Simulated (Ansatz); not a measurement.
Predict the output of the script below (Ansatz 0.2.0 through its Python package).

`pipeline.py`
```python
import ansatz as az
import numpy as np


def count_gap(report):
    # lowest empty less highest filled band, counting bands; zero where they overlap
    return max(report.get('gap_by_band_count_ev') or 0.0, 0.0)


def setup_for(crystal, spacing):
    return (
        crystal.calculation()
        .functional(az.Functional.PBE)
        .pseudopotentials('paw')
        .occupations('fixed')
        .kpoints(spacing=spacing)
    )


def main() -> None:
    vectors = np.array([
        [4.630791, 0.0, 0.0],
        [0.0, 4.630791, 0.0],
        [0.0, 0.0, 4.630791],
    ])
    crystal = (
        az.Lattice.of(vectors)
        .atom('Li', [0.0, 0.0, 0.0])
        .atom('Sr', [0.5, 0.5, 0.5])
        .atom('H', [0.0, 0.5, 0.5])
        .atom('H', [0.5, 0.0, 0.5])
        .atom('H', [0.5, 0.5, 0.0])
    )

    relaxed = setup_for(crystal, 0.45).relax(cell=True, force_tolerance=0.01, max_steps=40).checkpoint(write='relax.run').run(threads=1)
    cell = np.asarray(relaxed.lattice.cell_ang)
    print('relaxed edges (A):', np.linalg.norm(cell, axis=1).round(4), ' volume:', round(abs(np.linalg.det(cell)), 3), 'A^3')
    for site in relaxed.lattice.sites:
        print(' ', site.symbol, np.round(site.position_frac, 4) + 0.0)

    final = az.Crystal.from_checkpoint('relax.run')
    out = setup_for(final, 0.34).functional('pbesol').stress().band_table().density_of_states(energy_step=0.05).run(threads=1)
    r = out.report
    dos = out.density_of_states()
    print(f'pressure at the relaxed cell {np.trace(r["stress_gpa"]) / 3:.3f} GPa, gap by band count {count_gap(r):.3f} eV')
    if count_gap(r) == 0:
        print('states/eV at the Fermi level:', round(float(np.interp(dos.fermi_ev, dos.energies_ev, dos.spin_summed_g_bin_mean_per_ev)), 3))


if __name__ == '__main__':
    main()
```

Running `python pipeline.py` prints:
```text
DeckWarning: basis.ecutwfc = 420 eV, auto-derived from the records' recommended cutoffs: set by Li (normal level)
relaxed edges (A): [4.6422 4.6422 4.6422]  volume: 100.038 A^3
  Li [0. 0. 0.]
  Sr [0.5 0.5 0.5]
  H [0.  0.5 0.5]
  H [0.5 0.  0.5]
  H [0.5 0.5 0. ]
DeckWarning: crystal.checkpoint: the structure is that of relax.run, a `relax` run, at its step 2: its result, under pbe at a charge of 0 e; 5 atoms read, 0 with a starting moment [...]
pressure at the relaxed cell -0.687 GPa, gap by band count 1.717 eV
```
(Warnings from the package without file and line, shortened.)

Reading the output:
- Semilocal gaps usually lie well under measured ones.
- The crystal has a gap of about 1.72 eV on the mesh; bins of finite width blur the band edges.
- This cell is a computed structure, which may not be the phase found in nature.
- Levels are Kohn-Sham eigenvalues on this mesh, without spin-orbit coupling.
- Where the second run takes another functional or mesh than the relaxation, its pressure isn't zero; pressure is positive in compression.
- The computed bands are complete only to about 5.5 eV above the Fermi level; beyond that the density of states is undercounted.
- Hardware and time: 4.8 s on 1 thread of AMD EPYC 7R13 Processor (Zen 3), on a shared host, peak memory 0.4 GiB.

(Lines on the test bed's own set-up are left out of the output.)
